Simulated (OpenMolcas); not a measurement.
# Mo³⁺ among point charges: CASSCF and CASPT2 levels and susceptibility

Aim: the splitting of the states of Mo³⁺ in the field of 3 point charges, its lowest levels with spin-orbit coupling and its magnetic susceptibility.

Program: OpenMolcas 26.06. Level of theory: state-averaged CASSCF and CASPT2, spin-orbit coupling by RASSI with atomic mean-field integrals. These are calculated values, not measurements, unless marked.

### Step 1. What is computed

| Item | Value |
| --- | --- |
| Species | Mo³⁺ (molybdenum, Z = 42, 39 electrons) |
| Basis | ANO-RCC-VDZP [6s5p3d1f], 43 functions |
| Scalar Hamiltonian | DKH2, point nucleus |
| Inactive shells | 1s 2s 2p 3s 3p 3d 4s 4p |
| Active space | 3 electrons in 5 orbitals (4d) |
| Some configurations of this space | 4d³ |
| Orbitals | optimised for each spin and parity, averaged over all roots |

Outer shells as boxes (Hund's rule):

4d3
```
4d [↑ ][↑ ][↑ ][  ][  ]
```

The ion sits among 3 point charges of -1.5 e arranged as a planar triangle (D3h), 2 Å from the ion.

Each step is its own input file, run in one work folder so that later steps find the files of earlier ones. Labels, J, g values, rates, χT and fits are worked out afterwards by a script from the matrices that RASSI stores.

### Step 2. GATEWAY and SEWARD: basis and integrals

a.inp reads:

```
&GATEWAY
Coord
1

Mo 0.0 0.0 0.0
Basis=ANO-RCC-VDZP
Group=NoSym
NoMove
AngMom=0.0 0.0 0.0
AMFI
XField
3 Angstrom 0
2.000000 0.000000 0.000000 -1.500000
-1.000000 1.732051 0.000000 -1.500000
-1.000000 -1.732051 0.000000 -1.500000
&SEWARD
```

Run with:

```bash
$ OMP_NUM_THREADS=1 MOLCAS_MEM=1689 MOLCAS_PROJECT=a pymolcas a.inp > a.log
```

Standard output:

```text
Basis set label: MO.ANO-RCC...6S5P3D1F.

      Electronic valence basis set:
      ------------------
      Associated Effective Charge  42.000000 au
      Associated Actual Charge     42.000000 au
      Nuclear Model: Point charge

      Shell  nPrim  nBasis  Cartesian Spherical Contaminant
         s      21       6        X
         p      18       5        X
         d      13       3                 X
         f       6       1                 X
                  Relativistic Douglas-Kroll-Hess integrals:
                    - DKH order of Hamiltonian: 2
                    - DKH order of Properties : 0
                  Atomic mean-field integrals
```

### Step 3. CASSCF: quartets, 10 roots

a.inp reads:

```
&RASSCF
FileOrb=start.orb
Symmetry=1
Spin=4
nActEl=3 0 0
Inactive=18
Ras2=5
CIRoot=10 10 1
SDav=10
CIMx=300
Iter=120 100
PrWF=0.3
OrbListing=Nothing
MaxOrb=0
>>> COPY $Project.JobIph JOB001
```

start.orb holds the contracted functions of the basis, ordered by shell, or the orbitals of the step before.

Standard output, shortened:

```text
[...]
      Number of active orbitals                  5
[...]
      Spin quantum number                      1.5
[...]
      Active orbitals                            5
[...]
      Number of CSFs                            10
      Number of root(s) required                10
[...]
      Convergence after 10 iterations
[...]
      Natural orbitals and occupation numbers for root  1
      sym 1:   0.060507   0.939493   1.000000   0.939493   0.060507
      Natural orbitals and occupation numbers for root  2
      sym 1:   0.500000   0.500000   1.000000   0.500000   0.500000
      Natural orbitals and occupation numbers for root  3
      sym 1:   0.500000   0.500000   1.000000   0.500000   0.500000
::    RASSCF root number  1 Total energy:  -4047.57043170
::    RASSCF root number  2 Total energy:  -4047.55248933
::    RASSCF root number  3 Total energy:  -4047.55232236
[...]
::    RASSCF root number  7 Total energy:  -4047.53787131
::    RASSCF root number  8 Total energy:  -4047.47943877
::    RASSCF root number  9 Total energy:  -4047.44235029
::    RASSCF root number 10 Total energy:  -4047.44235029
```

### Step 4. CASSCF: doublets, 40 roots

a.inp reads:

```
&RASSCF
FileOrb=start.orb
Symmetry=1
Spin=2
nActEl=3 0 0
Inactive=18
Ras2=5
CIRoot=40 40 1
SDav=40
CIMx=300
Iter=120 100
PrWF=0.3
OrbListing=Nothing
MaxOrb=0
>>> COPY $Project.JobIph JOB002
```

Run with:

```bash
$ OMP_NUM_THREADS=1 MOLCAS_MEM=1689 MOLCAS_PROJECT=a pymolcas a.inp > a.log
```

Standard output, shortened:

```text
[...]
      Number of active orbitals                  5
[...]
      Spin quantum number                      0.5
[...]
      Active orbitals                            5
[...]
      Number of CSFs                            40
      Number of root(s) required                40
[...]
      Convergence after  8 iterations
[...]
      Natural orbitals and occupation numbers for root  1
      sym 1:   0.049866   0.975611   0.949044   0.975611   0.049866
      Natural orbitals and occupation numbers for root  2
      sym 1:   0.060960   0.876353   1.090560   0.939119   0.033009
      Natural orbitals and occupation numbers for root  3
      sym 1:   0.060963   0.939119   1.090560   0.876353   0.033006
::    RASSCF root number  1 Total energy:  -4047.51596019
::    RASSCF root number  2 Total energy:  -4047.51298216
::    RASSCF root number  3 Total energy:  -4047.51298215
[...]
::    RASSCF root number 27 Total energy:  -4047.40575799
::    RASSCF root number 28 Total energy:  -4047.40575799
::    RASSCF root number 29 Total energy:  -4047.40398645
::    RASSCF root number 30 Total energy:  -4047.40398645
```

### Step 5. State interaction with spin-orbit coupling

a.inp reads:

```
&RASSI
NrOfJobIphs=2 10 40
1 2 3 4 5 6 7 8 9 10
1 2 3 4 5 6 7 8 9 10 11 12 13 14 15 16 17 18 19 20 21 22 23 24 25 26 27
28 29 30 31 32 33 34 35 36 37 38 39 40
IphNames
JOB001
JOB002
EJob
SpinOrbit
DIPRint=1.0
SOCoupling=1000.0
Subsets=2
Property=9
'ANGMOM' 1 'ANGMOM' 2 'ANGMOM' 3 'MLTPL  1' 1 'MLTPL  1' 2 'MLTPL  1' 3
'AMFI' 1 'AMFI' 2 'AMFI' 3
SOProperty=3
'ANGMOM' 1 'ANGMOM' 2 'ANGMOM' 3
```

Standard output:

```text
SPIN-FREE ENERGIES:
  (Shifted by EMIN (a.u.) =      -4047.5704317049)

 SF State       Relative EMIN(au)   Rel lowest level(eV)    D:o, cm**(-1)      L_eff

     1             0.0000000000        0.0000000000              0.0000         2.0
     2             0.0179423747        0.4882368889           3937.8961         3.0
     3             0.0181093456        0.4927803964           3974.5419         3.0
     4             0.0321553561        0.8749918141           7057.2849         2.7
     5             0.0321553569        0.8749918358           7057.2851         2.7
     6             0.0325603903        0.8860133565           7146.1797         2.9
     7             0.0325603951        0.8860134875           7146.1807         2.9
    11             0.0544715133        1.4822453869          11955.1153         4.6
    12             0.0574495494        1.5632818786          12608.7187         4.5
    13             0.0574495500        1.5632818951          12608.7188         4.5
    14             0.0620913121        1.6895906767          13627.4678         3.4
    15             0.0620913121        1.6895906767          13627.4678         3.4
    16             0.0652461754        1.7754388806          14319.8803         2.9
    17             0.0652461754        1.7754388806          14319.8803         2.9
    18             0.0710769638        1.9341027140          15599.5904         3.8
    19             0.0763455010        2.0774669162          16755.9007         4.3
    20             0.0763455053        2.0774670333          16755.9016         4.3
    21             0.0809065038        2.2015781240          17756.9251         4.0
    22             0.0809159077        2.2018340191          17758.9890         4.0
    23             0.0874147806        2.3786773578          19185.3267         2.7
    24             0.0874147810        2.3786773706          19185.3268         2.7
     8             0.0909929335        2.4760438601          19970.6405         2.3
    25             0.0946714548        2.5761415226          20777.9826         4.2
    26             0.0946714548        2.5761415226          20777.9826         4.2
    27             0.1042360920        2.8364085600          22877.1779         4.6
    28             0.1045233377        2.8442249131          22940.2210         3.3
    29             0.1045233411        2.8442250050          22940.2217         3.3
    30             0.1046667221        2.8481266024          22971.6903         4.6
    31             0.1131330258        3.0785064633          24829.8291         1.5
    32             0.1196912481        3.2569647821          26269.1926         2.8
    33             0.1196912481        3.2569647821          26269.1926         2.8
     9             0.1280814163        3.4852728894          28110.6216         1.4
    10             0.1280814175        3.4852729215          28110.6219         1.4
    34             0.1282515013        3.4899011396          28147.9510         2.0
    35             0.1430190048        3.8917453801          31389.0434         4.7
    36             0.1430190048        3.8917453801          31389.0434         4.7
    37             0.1646737184        4.4810001563          36141.7036         4.9
    38             0.1646737184        4.4810001563          36141.7036         4.9
    39             0.1664452542        4.5292061012          36530.5108         3.0
    40             0.1664452572        4.5292061828          36530.5115         3.0
Eigenvalues of complex Hamiltonian:
   -----------------------------------
  (Shifted by EMIN (a.u.) =      -4047.5704317049)

 SO State       Relative EMIN(au)   Rel lowest level(eV)    D:o, cm**(-1)     J-value

     1            -0.0008549406        0.0000000000              0.0000         2.4
     2            -0.0008549406        0.0000000000              0.0000         2.4
     3            -0.0008237784        0.0008479666              6.8393         2.2
     4            -0.0008237784        0.0008479666              6.8393         2.2
     5             0.0113283790        0.3315250171           2673.9296         1.4
     6             0.0113283790        0.3315250171           2673.9296         1.4
     7             0.0153209586        0.4401686427           3550.1995         1.8
     8             0.0153209586        0.4401686427           3550.1995         1.8
     9             0.0193293751        0.5492432125           4429.9453         1.9
    10             0.0193293751        0.5492432125           4429.9453         1.9
    11             0.0232913850        0.6570549935           5299.5059         1.6
    12             0.0232913850        0.6570549935           5299.5059         1.6
    13             0.0262728145        0.7381838227           5953.8541         2.0
    14             0.0262728145        0.7381838227           5953.8541         2.0
    15             0.0283863524        0.7956961198           6417.7220         2.2
    16             0.0283863524        0.7956961198           6417.7220         2.2
    17             0.0297843937        0.8337387598           6724.5566         2.9
    18             0.0297843937        0.8337387598           6724.5566         2.9
    19             0.0310016124        0.8668609694           6991.7052         2.2
    20             0.0310016124        0.8668609694           6991.7052         2.2
    21             0.0329467892        0.9197919257           7418.6222         3.6
    22             0.0329467892        0.9197919257           7418.6222         3.6
    23             0.0351116634        0.9787011537           7893.7572         3.8
    24             0.0351116634        0.9787011537           7893.7572         3.8
    25             0.0362922174        1.0108256653           8152.8588         2.7
    26             0.0362922174        1.0108256653           8152.8588         2.7
    27             0.0365205251        1.0170382336           8202.9666         3.6
    28             0.0365205251        1.0170382336           8202.9666         3.6
    29             0.0524033111        1.4492308577          11688.8352         4.2
    30             0.0524033111        1.4492308577          11688.8352         4.2
    31             0.0568413911        1.5699971689          12662.8811         4.2
    32             0.0568413911        1.5699971689          12662.8811         4.2
    33             0.0572978386        1.5824177358          12763.0598         4.8
    34             0.0572978386        1.5824177358          12763.0598         4.8
    35             0.0581171115        1.6047112876          12942.8694         2.7
    36             0.0581171115        1.6047112876          12942.8694         2.7
    37             0.0620468345        1.7116444998          13805.3439         3.1
    38             0.0620468345        1.7116444998          13805.3439         3.1
    39             0.0652863693        1.7997967326          14516.3396         2.9
    40             0.0652863693        1.7997967326          14516.3396         2.9
    41             0.0700352053        1.9290191429          15558.5887         3.0
Weights of the five most important spin-orbit-free states for each spin-orbit state.

 SO State  Total energy (au)           Spin-free states, spin, and weights
 -------------------------------------------------------------------------------------------------------
    1        -0.000855       1 1.5  0.9785    4 1.5  0.0086    5 1.5  0.0086   16 0.5  0.0011   17 0.5  0.0011
    2        -0.000855       1 1.5  0.9785    4 1.5  0.0086    5 1.5  0.0086   16 0.5  0.0011   17 0.5  0.0011
    3        -0.000824       1 1.5  0.9835    5 1.5  0.0037    4 1.5  0.0037   17 0.5  0.0037   16 0.5  0.0037
    4        -0.000824       1 1.5  0.9835    5 1.5  0.0037    4 1.5  0.0037   17 0.5  0.0037   16 0.5  0.0037
    5         0.011328       2 1.5  0.4909    3 1.5  0.4772    6 1.5  0.0093    7 1.5  0.0093   14 0.5  0.0045
    6         0.011328       2 1.5  0.4909    3 1.5  0.4772    6 1.5  0.0093    7 1.5  0.0093   14 0.5  0.0045
    7         0.015321       2 1.5  0.5039    3 1.5  0.4642    6 1.5  0.0124    7 1.5  0.0124   15 0.5  0.0017
    8         0.015321       2 1.5  0.5039    3 1.5  0.4642    6 1.5  0.0124    7 1.5  0.0124   15 0.5  0.0017
    9         0.019329       3 1.5  0.5089    2 1.5  0.4696    6 1.5  0.0092    7 1.5  0.0092   26 0.5  0.0008
   10         0.019329       3 1.5  0.5089    2 1.5  0.4696    6 1.5  0.0092    7 1.5  0.0092   26 0.5  0.0008
   11         0.023291       3 1.5  0.5041    2 1.5  0.4910   26 0.5  0.0022   25 0.5  0.0022   36 0.5  0.0003
   12         0.023291       3 1.5  0.5041    2 1.5  0.4910   26 0.5  0.0022   25 0.5  0.0022   36 0.5  0.0003
```

Time for these steps: 9.5 s (1 thread of Arm Neoverse V2, shared host).

Spin-free states, with their symmetry labels:

| state | degeneracy | E (cm-1) | free-ion L (%) |
| --- | --- | --- | --- |
| 4A2 | 1 | 0 | P (56) |
| 4A1 | 1 | 3938 | F (100) |
| 4A2 | 1 | 3975 | F (100) |
| 4E | 2 | 7057 | F (85) |
| 4E | 2 | 7146 | F (100) |
| 2A2 | 1 | 11955 | H (82) |
| 2E | 2 | 12609 | H (76) |
| 2E | 2 | 13627 | D (33) |
| 2E | 2 | 14320 | G (49) |
| 2A1 | 1 | 15600 | G (90) |
| 2E | 2 | 16756 | G (54) |
| 2A1 | 1 | 17757 | G (81) |
| 2A2 | 1 | 17759 | G (82) |
| 2E | 2 | 19185 | G (44) |
| 4A2 | 1 | 19971 | F (56) |
| 2E | 2 | 20778 | G (79) |
| 2A1 | 1 | 22877 | H (78) |
| 2E | 2 | 22940 | D (52) |
| 2A2 | 1 | 22972 | H (79) |
| 2A2 | 1 | 24830 | P (90) |
| 2E | 2 | 26269 | D (53) |
| 4E | 2 | 28111 | P (85) |
| 2A1 | 1 | 28148 | D (100) |
| 2E | 2 | 31389 | H (79) |

With spin-orbit coupling:

```tsv
E (cm-1)	Degeneracy	Label	2S+1	g
0.0	2	E1/2	4	1.99 3.49 3.49
6.8	2	E3/2	4	0.00 0.00 5.97
2674	2	E3/2	4	0.00 0.00 0.01
3550	2	E1/2	4	0.15 0.15 4.00
4430	2	E1/2	4	0.14 0.14 7.98
5300	2	E3/2	4	0.00 0.00 11.94
5954	2	E1/2	4	0.15 0.15 1.48
6418	2	E3/2	4	0.00 0.00 2.72
6725	2	E1/2	4	0.07 0.07 4.01
6992	2	E1/2	4	0.00 0.00 6.92
7419	2	E1/2	4	0.28 0.28 0.56
7894	2	E3/2	4	0.00 0.00 3.16
8153	2	E1/2	4	0.06 0.06 9.90
8203	2	E1/2	4	0.06 0.06 6.91
11689	2	E1/2	2	1.43 2.91 2.91
12663	2	E3/2	2	0.00 0.00 3.90
12763	2	E1/2	2	0.56 4.62 4.62
12943	2	E3/2	2	0.00 0.00 2.70
13805	2	E1/2	2	0.01 0.01 5.95
14516	2	E1/2	2	0.34 2.15 2.15
15559	2	E3/2	2	0.00 0.00 3.25
16300	2	E1/2	2	1.61 3.51 3.51
16319	2	E3/2	2	0.00 0.00 2.06
17074	2	E1/2	2	0.00 0.00 4.41
```

The table of states holds 24 of 33 computed; the rest, higher up, is left out. Labels of spin-orbit levels are those of the rotation subgroup (D3 for D3h). Principal g values are given for doublets only; a zero marks a field direction without first-order Zeeman splitting.

Powder χT (cm³ K/mol): 1.11 at 2 K, 1.35 at 5 K, 1.48 at 10 K, 1.53 at 20 K, 1.56 at 50 K, 1.58 at 100 K, 1.59 at 150 K, 1.60 at 200 K, 1.61 at 250 K, 1.61 at 300 K.

Orbitals of the lowest block (energies include the constant potential of the surroundings):

| shell | space | energy (hartree) | mean occupation | ⟨r²⟩ (bohr²) |
| --- | --- | --- | --- | --- |
| 1s | inactive | -738.7354 | 2.000 | 0.00163 |
| 2s | inactive | -107.1705 | 2.000 | 0.0277 |
| 2p | inactive | -95.6253 | 6.000 | 0.0219 |
| 3s | inactive | -19.4809 | 2.000 | 0.208 |
| 3p | inactive | -15.5835 | 6.000 | 0.213 |
| 3d | inactive | -9.2231 | 10.000 | 0.206 |
| 4s | inactive | -2.9351 | 2.000 | 1.39 |
| 4p | inactive | -1.7653 | 6.000 | 1.69 |
| 4d | RAS2 |  | 3.000 | 3.32 |

### Step 6. CASPT2: IPEA 0.25, imaginary shift 0.1 (closed shells correlated: 4s 4p)

a.inp reads:

```
>>> COPY JOB001 $Project.JobIph
&CASPT2
Multistate=10 1 2 3 4 5 6 7 8 9 10
NoMult
Frozen=14
IPEA=0.25
Imaginary=0.1
MaxIter=60
WThr=0.0 0.3 0.05
PrWF=0.5
NoMix
>>> COPY JOB002 $Project.JobIph
&CASPT2
Multistate=40 1 2 3 4 5 6 7 8 9 10 11 12 13 14 15 16 17 18 19 20 21 22
23 24 25 26 27 28 29 30 31 32 33 34 35 36 37 38 39 40
NoMult
Frozen=14
IPEA=0.25
Imaginary=0.1
MaxIter=60
WThr=0.0 0.3 0.05
PrWF=0.5
NoMix
```

Standard output, shortened:

```text
[...]
      Active orbitals                            5
[...]
      E2 (Variational):          -0.2139423145
      Total energy:           -4047.7843740194
[...]
::    CASPT2 Root  1     Total energy:  -4047.78437402
::    CASPT2 Root  2     Total energy:  -4047.76332544
[...]
::    CASPT2 Root 27     Total energy:  -4047.62062837
::    CASPT2 Root 28     Total energy:  -4047.62062667
::    CASPT2 Root 29     Total energy:  -4047.63163139
::    CASPT2 Root 30     Total energy:  -4047.63143653
```

This run: 4.1 s of run time, 1 thread of Arm Neoverse V2, shared host.

SS-CASPT2: lowest energy less the reference's lowest, -0.2139 hartree; reference weights 0.940 to 0.955.

Spin-free states, with their symmetry labels:

| state | degeneracy | E (cm-1) | free-ion L (%) |
| --- | --- | --- | --- |
| 4A2 | 1 | 0 | P (56) |
| 4A1 | 1 | 4620 | F (100) |
| 4A2 | 1 | 4670 | F (100) |
| 4E | 2 | 7390 | F (85) |
| 4E | 2 | 8594 | F (100) |
| 2A2 | 1 | 11141 | H (82) |
| 2E | 2 | 11567 | H (76) |
| 2E | 2 | 12113 | D (33) |
| 2E | 2 | 12675 | G (49) |
| 2A1 | 1 | 14199 | G (90) |
| 2E | 2 | 16324 | G (54) |
| 2A2 | 1 | 16895 | G (82) |
| 2A1 | 1 | 16901 | G (81) |
| 2E | 2 | 17062 | G (44) |
| 4A2 | 1 | 20218 | F (56) |
| 2E | 2 | 20553 | G (79) |
| 2E | 2 | 21810 | D (52) |
| 2A1 | 1 | 22050 | H (78) |
| 2A2 | 1 | 22111 | H (79) |
| 2A2 | 1 | 23210 | P (90) |
| 2E | 2 | 23549 | D (53) |
| 2A1 | 1 | 25681 | D (100) |
| 4E | 2 | 27589 | P (85) |
| 2E | 2 | 31275 | H (79) |

With spin-orbit coupling:

```
E (cm-1)  Degeneracy  Label  2S+1                g
       0           2   E3/2     4   0.00 0.00 5.97
       6           2   E1/2     4   1.99 3.51 3.51
    3350           2   E3/2     4   0.00 0.00 0.01
    4250           2   E1/2     4   0.21 0.21 3.99
    5130           2   E1/2     4   0.20 0.20 7.96
    5990           2   E3/2     4  0.00 0.00 11.94
    6860           2   E1/2     4   0.42 0.42 0.69
    7040           2   E1/2     4   0.21 0.21 3.99
    7190           2   E3/2     4   0.00 0.00 3.43
    7650           2   E1/2     4   0.00 0.00 7.60
    8200           2   E1/2     4   0.13 0.13 1.29
    8820           2   E3/2     4   0.00 0.00 2.49
    9270           2   E1/2     4   0.01 0.01 6.23
    9570           2   E1/2     4   0.01 0.01 9.90
   10760           2   E1/2     2   1.21 3.48 3.48
   11390           2   E3/2     2   0.00 0.00 2.88
   11690           2   E3/2     2   0.00 0.00 3.75
   11800           2   E1/2     2   0.71 5.12 5.12
   12340           2   E1/2     2   0.01 0.01 5.97
   12990           2   E1/2     2   0.35 2.12 2.12
   14010           2   E3/2     2   0.00 0.00 3.23
   14930           2   E1/2     2   1.62 3.22 3.22
   15850           2   E3/2     2   0.00 0.00 2.09
   16280           2   E1/2     2   0.00 0.00 4.19
```

Powder χT (cm³ K/mol): 1.39 at 2 K, 1.56 at 5 K, 1.60 at 10 K, 1.60 at 20 K, 1.60 at 50 K, 1.60 at 100 K, 1.61 at 150 K, 1.61 at 200 K, 1.62 at 250 K, 1.63 at 300 K.

### Step 7. The methods side by side

A. CASSCF
B. SS-CASPT2, IPEA 0.25, imaginary shift 0.1 (closed shells correlated: 4s 4p)

| method | ground state | first state of that spin (cm-1) | first gap with spin-orbit (cm-1) | χT at 300 K |
| --- | --- | --- | --- | --- |
| A | 4A2 | 4A1 3938 | 6.8 | 1.61 |
| B | 4A2 | 4A1 4620 | 5.6 | 1.63 |

### Step 8. Results

```
                                            quantity                                                                        value
                                              method  SS-CASPT2, IPEA 0.25, imaginary shift 0.1 (closed shells correlated: 4s 4p)
                              spin-free ground state                                              4A2, 1-fold in its orbital part
first state of the same spin within the active space                                                             4A1 at 4620 cm⁻¹
                                        lowest level                                            2-fold E3/2, g = 0.00, 0.00, 5.97
                                          next level                                                                     5.6 cm⁻¹
                                         χT at 300 K                                                               1.63 cm³ K/mol
                           effective moment at 300 K                                                                      3.61 μB
```

Cost by method:

| method | time of its own steps | time with the reference |
| --- | --- | --- |
| A. CASSCF | 9.5 s | 9.5 s |
| B. SS-CASPT2, IPEA 0.25, imaginary shift 0.1, +4s 4p | 4.1 s | 14 s |

Times are of one thread on a shared host.

The spin-free ground state (4A2) comes to 56 % from free-ion P terms and keeps the highest spin of the shell. χT at 300 K is 1.63, against 1.88 cm³ K/mol for the spin alone, so spin-orbit coupling lowers it. CASPT2 does not keep the components of a term degenerate, and the means are used. The field of point charges can differ much from that of real complexes. Point charges carry no covalency, so the field is a model and not that of real ligands.
